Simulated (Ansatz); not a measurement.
# NiO: the cost of one run

Computed with Ansatz 0.2.0 (DFT PBE+U (U_eff = 6.2 eV on Ni 3d), scalar-relativistic, plane waves, PAW, unless a step's input says otherwise).

### 1 The structure to begin with

The structure is cubic, space group Fm-3m (No. 225). Conventional cell: a = 4.278 Å, b = 4.278 Å, c = 4.278 Å, α = 90.00°, β = 90.00°, γ = 90.00°. Around Ni (site symmetry m-3m) lie 6 O at 2.14 Å. O (site symmetry m-3m) has 6 Ni at 2.14 Å as nearest neighbours.

Coordinates:

```xyz
2
Lattice="1.5129 0.8735 2.4683 -1.5129 0.8735 2.4683 0.0000 -1.7470 2.4683" Properties=species:S:1:pos:R:3 pbc="T T T"
Ni    1.5129    0.8735    2.4683
O     0.0000    0.0000    3.7025
```

An earlier run at PBE+U (U_eff = 6.2 eV on Ni 3d) left this cell at 9.786 Å³/atom and -0.01 GPa (8×8×8 mesh).

### 2 Coarse mesh, to find the state of the open shells

Contents of input.yaml:

```yaml
crystal:
  lattice:
    - [0.0, 1.7469904134, 4.9366479046]
    - [-1.5129380782, -0.8734952067, 4.9366479046]
    - [1.5129380782, -0.8734952067, 4.9366479046]
  atoms:
    - { symbol: Ni, position: [0.5, -0.5, 0.5], spin: 2.0 }
    - { symbol: O, position: [0.25, 0.25, 0.25] }
    - { symbol: Ni, position: [1.0, 0.0, 1.0], spin: -2.0 }
    - { symbol: O, position: [0.75, 0.75, 0.75] }
basis:
  ecutwfc: 300
  ecutrho_ratio: 4
kpoints:
  mp_grid: { grid: [5, 5, 5] }
hamiltonian:
  xc: pbe
  hubbard: { sites: [{ species: Ni, l: d, u_eff: 6.2 }] }
scf:
  occupations: { method: gaussian, width: 0.05 }
output:
  forces: true
  stress: true
  eigenvalues: true
  populations: true
  hubbard: { sites: [{ species: Ni, l: d }] }
magnetization:
  spin_polarized: true
```

Command:

```
$ ansatz run input.yaml --threads 1 --pin off --max-ram 2560MiB --backend cpu --events-out ev --progress --plain --runs-dir out
```

What time and memory should one allow on 1 thread of Intel Xeon Platinum 8259CL at 2.50GHz (Skylake/Cascade Lake), shared host?

About 8.2 s, with a peak of 0.46 GiB.
